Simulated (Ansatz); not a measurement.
The system is Sn3Se.

```
CELL_PARAMETERS angstrom
0.00000 3.73314 3.73314
3.73314 0.00000 3.73314
3.73314 3.73314 0.00000
ATOMIC_POSITIONS crystal
Sn 0.50000 0.50000 0.50000
Sn 0.75000 0.75000 0.75000
Sn 0.25000 0.25000 0.25000
Se 0.00000 0.00000 0.00000
```

The cell comes from a database or a generator and needn't be the stable form of this composition.

Base run:

- Program: Ansatz 0.2.0
- Functional: PBEsol
- Potentials or basis: all-electron LAPW, scalar-relativistic
- Cutoff: 164 eV
- Density cutoff: 654 eV
- Basis error allowed: 0.002 eV/atom
- k mesh: 6 × 6 × 6
- Occupations: fermi-dirac, width 0.05 eV
- Spin: no spin polarisation

Its results: pressure -3.2 GPa.

Q: The run is repeated on the same cell with these changes: functional from PBEsol to PBE. What comes out?

A: Pressure -0.2 GPa.

PBE binds less tightly than PBEsol, so the same cell stands under more pressure.

Not every run made on this cell is shown here.
